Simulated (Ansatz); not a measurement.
# H₂ with CH₃I: superposition error and deformation, part 3 of 3

Ansatz 0.2.0, Gaussian basis. The steps go on from the part before.

## Step 25: B97M-V/def2-TZVPPD

The inputs:

free-a/in.yaml

```yaml
crystal:
  periodic: [false, false, false]
  atoms:
    - {symbol: H, position_ang: [0.307144, 0.160856, -2.704907]}
    - {symbol: H, position_ang: [0.133340, -0.429955, -2.283633]}
basis:
  gaussian: {orbitals: "def2-TZVPPD.json"}
hamiltonian: {xc: {name: B97M-V}}
```

free-b/in.yaml

```yaml
crystal:
  periodic: [false, false, false]
  atoms:
    - {symbol: C, position_ang: [-0.042124, 0.274674, 1.029455]}
    - {symbol: I, position_ang: [-0.471593, -1.789281, 0.732550]}
    - {symbol: H, position_ang: [-0.912499, 0.729647, 1.491951]}
    - {symbol: H, position_ang: [0.826264, 0.341163, 1.677480]}
    - {symbol: H, position_ang: [0.159569, 0.712997, 0.057006]}
basis:
  gaussian: {orbitals: "def2-TZVPPD.json"}
hamiltonian: {xc: {name: B97M-V}}
```

The same command starts each run, in its folder.

On the command line:

```sh
$ ansatz run in.yaml --threads 2 --pin off --events-out ev --progress --plain --max-ram 5222MiB
```

free-a printed, cut to the lines that bear on the results:

```text
Functional definition: B97M-V
  name "B97M-V"
  cite "Mardirossian & Head-Gordon, J. Chem. Phys. 142, 074111 (2015) doi:10.1063/1.4907719"
  cite "Becke, J. Chem. Phys. 107, 8554 (1997) doi:10.1063/1.475007"
  cite "Vydrov & Van Voorhis, J. Chem. Phys. 133, 244103 (2010) doi:10.1063/1.3521275"
  # Of w^i u^j: cxij and so on, Table III.
[...]
  gx(w, u) = cx00 + cx01*u + cx02*u^2 + (cx10 + cx11*u)*w
  gss(w, u) = css00 + css02*u^2 + css10*w + (css32*w^3 + css42*w^4)*u^2
  gos(w, u) = cos00 + cos01*u + cos03*u^3 + cos10*w + cos32*w^3*u^2
[...]
      + integral(e_c_pw_mod_opposite_spin*gos(b97_w_opposite, b97_u_opposite)) + vv10(b, c)
118 factors; their error is unknown
[...]
mean field -31.90617424 eV, -1.1725302764 hartree, gradient 1.2e-5 eV, S^2 0.000000; 0 other end points of the search recorded, 0 dependent functions left out
reference -31.90620288 eV, -1.1725313289 hartree; 1, 1 occupied and 33, 33 virtual orbitals, 118 factors
Total energy: -31.90620288 eV, -1.1725313289 hartree
```

Log of free-b, cut to the lines that bear on the results:

```text
[... 5 set-up lines as earlier in the session ...]
  # Of w^i u^j: cxij and so on, Table III.
[...]
  gx(w, u) = cx00 + cx01*u + cx02*u^2 + (cx10 + cx11*u)*w
[...]
  gos(w, u) = cos00 + cos01*u + cos03*u^3 + cos10*w + cos32*w^3*u^2
[...]
      + integral(e_c_pw_mod_opposite_spin*gos(b97_w_opposite, b97_u_opposite)) + vv10(b, c)
765 factors; their error is unknown
[...]
mean field -9187.05937565 eV, -337.6182048427 hartree, gradient 3.0e-5 eV, S^2 0.000000; 0 other end points of the search recorded, 0 dependent functions left out
reference -9187.05944088 eV, -337.6182072399 hartree; 17, 17 occupied and 130, 130 virtual orbitals, 765 factors
Total energy: -9187.05944088 eV, -337.6182072399 hartree
```

Wall times: 0.25 s (free-a), 7 s (free-b) on 2 threads of Arm Neoverse V1, shared host.

## Step 26: HSE06-D4/def2-TZVPPD

The same edit goes into each in.yaml of step 25 (free-a, free-b):

```diff
-hamiltonian: {xc: {name: B97M-V}}
+hamiltonian: {xc: hse06, dispersion: d4}
```

One command serves all of them, each in its own folder.

On the command line:

```sh
$ ansatz run in.yaml --threads 2 --pin off --events-out ev --progress --plain --max-ram 5222MiB
```

free-a printed, cut to the lines that bear on the results:

```text
[... 6 set-up lines as earlier in the session ...]
[...]
  # The whole range is PBE's own exchange, as in plane waves. The composition of these papers is wPBEh.
[...]
118 factors; their error is unknown
20 factors; integrals over basis functions are off by at most 3.6e-5 eV
[...]
mean field -31.78231161 eV, -1.1679784090 hartree, gradient 6.0e-5 eV, S^2 0.000000; 0 other end points of the search recorded, 0 dependent functions left out
reference -31.78233149 eV, -1.1679791394 hartree; 1, 1 occupied and 33, 33 virtual orbitals, 118 factors
Total energy: -31.78376448 eV, -1.1680318009 hartree
```

free-b printed, cut to the lines that bear on the results:

```text
[... 6 set-up lines as earlier in the session ...]
[...]
810 factors; their error is unknown
69 factors; integrals over basis functions are off by at most 5.8e-5 eV
[...]
mean field -9186.33628087 eV, -337.5916315995 hartree, gradient 2.5e-5 eV, S^2 0.000000; 0 other end points of the search recorded, 0 dependent functions left out
reference -9186.33631931 eV, -337.5916330122 hartree; 17, 17 occupied and 130, 130 virtual orbitals, 810 factors
Total energy: -9186.38600102 eV, -337.5934587814 hartree
```

They took 0.15 s (free-a), 2.3 s (free-b) on 2 threads of Arm Neoverse V1, shared host.

## Step 27: CCSD(T)/def2-TZVPPD

The same edit goes into each in.yaml of step 26 (free-a, free-b):

```diff
-hamiltonian: {xc: hse06, dispersion: d4}
+correlation: {method: ccsd_t}
```

Each run has its own folder and the same command.

On the command line:

```sh
$ ansatz run in.yaml --threads 2 --pin off --events-out ev --progress --plain --max-ram 5222MiB
```

free-a printed, cut to the lines that bear on the results:

```text
[... 4 set-up lines as earlier in the session ...]
[...]
170 factors; integrals over basis functions are off by at most 1.0e-3 eV
[...]
mean field -30.82933057 eV, -1.1329570017 hartree, gradient 2.3e-7 eV, S^2 0.000000; 0 other end points of the search recorded, 0 dependent functions left out
reference -30.82933057 eV, -1.1329570017 hartree; 1, 1 occupied and 33, 33 virtual orbitals, 170 factors
second order -0.86436963 eV of doubles, -0.00000000 eV of singles
cycle   1  -1.00901389 eV  change   -1.4e-1 eV  update   2.6e-2
[...]
cycle   7  -1.07499778 eV  change   -1.1e-6 eV  update   5.9e-7
perturbative correction -0.00000000 eV, -0.0000000000 hartree
Total energy: -31.90432835 eV, -1.1724624415 hartree
```

Output in free-b, cut to the lines that bear on the results:

```text
[... 4 set-up lines as earlier in the session ...]
[...]
1021 factors; integrals over basis functions are off by at most 8.7e-4 eV
[...]
mean field -9150.92121751 eV, -336.2901520264 hartree, gradient 2.0e-6 eV, S^2 0.000000; 0 other end points of the search recorded, 0 dependent functions left out
5 core orbitals not correlated: weight in the atoms' cores, before any rotation towards them, 1.000 or more for the frozen orbitals, at most 0.000 for the correlated occupied ones
reference -9150.92121751 eV, -336.2901520264 hartree; 12, 12 occupied and 130, 130 virtual orbitals, 1021 factors
second order -18.62709976 eV of doubles, -0.00000000 eV of singles
cycle   1  -17.78897550 eV  change    8.4e-1 eV  update   7.8e-2
[...]
cycle   8  -18.25880147 eV  change    6.0e-6 eV  update   1.8e-5
perturbative correction -0.48396657 eV, -0.0177854432 hartree
Total energy: -9169.66398555 eV, -336.9789360476 hartree
```

Wall times: 0.1 s (free-a), 27 s (free-b) on 2 threads of Arm Neoverse V1, shared host; peak memory 1.1 GiB.

## Step 28: The split

```
      method  interaction with counterpoise (kJ/mol)  without  superposition error  deformation  binding energy
      PBE-D4                                   -3.88    -3.94                 0.06        -0.01           -3.89
   revPBE-D4                                   -2.63    -2.70                 0.07         0.01           -2.62
     BLYP-D4                                   -1.91    -1.98                 0.07         0.03           -1.88
   r2SCAN-D4                                   -1.73    -1.80                 0.06         0.03           -1.70
      B97M-V                                   -3.06    -3.16                 0.10         0.07           -2.99
     PBE0-D4                                   -3.34    -3.39                 0.05         0.01           -3.34
    B3LYP-D4                                   -2.37    -2.43                 0.06         0.04           -2.33
    HSE06-D4                                   -3.40    -3.45                 0.04         0.01           -3.40
     wB97X-V                                   -2.78    -2.83                 0.05         0.02           -2.76
     wB97M-V                                   -2.59    -2.69                 0.10         0.04           -2.56
      B2PLYP                                   -0.75    -1.13                 0.38         0.04           -0.70
Hartree-Fock                                    1.46     1.40                 0.06         0.08            1.53
         MP2                                   -2.16    -3.27                 1.11         0.04           -2.13
        CCSD                                   -1.55    -2.57                 1.02         0.02           -1.53
     CCSD(T)                                   -2.00    -3.12                 1.12         0.02           -1.98
```

## Step 29: Results

This closing draws on all 3 parts.

```
            quantity         value
interaction, CCSD(T)  -2.00 kJ/mol
 superposition error   1.12 kJ/mol
         deformation   0.02 kJ/mol
      binding energy  -1.98 kJ/mol
```

**Reading.** In this basis the superposition error is 1.12 kJ/mol for CCSD(T) and 0.07 kJ/mol on average for the plain functionals: correlated methods borrow far more, since they need many more functions to converge. Deformation takes back 1 % of the interaction.
